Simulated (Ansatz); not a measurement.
# BeMgH (doublet): from Hartree-Fock to the top rungs at distance Mg2–H3 = 2.808 Å, cc-pVDZ

How much of the correlation energy of BeMgH (doublet) does each wave-function method recover here?

Program: Ansatz 0.2.0, Gaussian basis. Level of theory: cc-pVDZ, core rule «outside noble gas», up to 6 orbitals frozen. These are calculated values, not measurements.

To be run: UHF; CCSD(T) on ROHF; CCSD(T) on UHF; BCCD(T) on ROHF; CISD; CCSDT(Q) on ROHF; CCSDT(Q) on UHF; CASSCF and MRCISD+Q, 3 electrons in 3 orbitals; CASSCF and NEVPT2, 3 electrons in 3 orbitals; CASSCF and MRCISD+Q, 5 electrons in 9 orbitals; CASSCF and NEVPT2, 5 electrons in 9 orbitals; Full CI.

33 further runs of the same task are left out: 12 for a known fault of the program, 14 that didn't finish, 7 set aside as unsound or not needed.

## 1. The geometry

The geometry derives from a PBE0/def2-TZVP stationary point (not a proven minimum). One bond is set to the value named and the two fragments are kept rigid.

3 atoms, charge 0, spin multiplicity 2.

Atoms are counted from 1 here; the program's logs count them from 0.

No contacts short enough for the rule that draws bonds.

## 2. UHF

Input file in.yaml:

```yaml
crystal:
  periodic: [false, false, false]
  atoms:
    - {symbol: Be, position_ang: [0.000000, 0.000000, -2.659143]}
    - {symbol: Mg, position_ang: [0.000000, 0.000000, -0.074429]}
    - {symbol: H, position_ang: [0.000000, 0.000000, 2.733571]}
basis:
  gaussian: {orbitals: cc-pVDZ}
magnetization: {spin_polarized: true, initial_magnetization: 1}
hamiltonian: {xc: hf}
output: {orbitals: {seedname: orbitals}}
```

The run is started by

```console
> ansatz run in.yaml --threads 1 --pin off --events-out ev --progress --plain --max-ram 2393MiB
```

After this run come: CCSD(T) on ROHF; CCSD(T) on UHF; BCCD(T) on ROHF; CISD; CCSDT(Q) on ROHF; CCSDT(Q) on UHF; CASSCF and MRCISD+Q, 3 electrons in 3 orbitals; CASSCF and NEVPT2, 3 electrons in 3 orbitals; CASSCF and MRCISD+Q, 5 electrons in 9 orbitals; CASSCF and NEVPT2, 5 electrons in 9 orbitals; Full CI.

**Question.** What will the summary of the whole plan be? Wanted: FCI from the RHF energy; RMP2 from FCI; UMP2 from FCI; RCCSD from FCI; RCCSD(T) from FCI; UCCSD(T) from FCI; RCCSDT(Q) from FCI; UCCSDT(Q) from FCI; NEVPT2 pair from FCI.

As calculated:

```
                         quantity                                                                   value
          FCI from the ROHF energy                                                              -2.5716 eV
                    RMP2 from FCI                                                             +1055.2 meV
                    UMP2 from FCI                                                              +997.5 meV
                   RCCSD from FCI                                                              +158.9 meV
                RCCSD(T) from FCI                                                               +64.9 meV
                UCCSD(T) from FCI                                                               +45.2 meV
               RCCSDT(Q) from FCI                                                                +2.7 meV
               UCCSDT(Q) from FCI                                                                +0.3 meV
             NEVPT2 pair from FCI                                                              +671.0 meV
           MRCISD+Q pair from FCI                                                               +46.4 meV
          NEVPT2 valence from FCI                                                              +184.3 meV
levels within 1 kcal/mol (43 meV)  RCCSDT, UCCSDT, RCCSDT(Q), UCCSDT(Q), MRCISD valence, MRCISD+Q valence
                    T1 diagnostic                                                                   0.092
   effectively unpaired electrons                                                                    1.31
```

RCCSD(T) lands +64.9 meV from the yardstick (2.5 % of the correlation energy). The occupations show some static correlation. Of the multireference levels listed MRCISD+Q valence comes nearest in total energy (+20.1 meV), which doesn't show that its space is the better one. These misses are within one basis, not against nature; the frozen cores of restricted and unrestricted runs differ, which can shift their rows.

Levels on UHF freeze UHF's core orbitals, full CI those of ROHF, so the U rows can settle a little off it for that reason alone.

With open shells the CI space here admits some triples and quadruples, so it is larger than plain CISD.
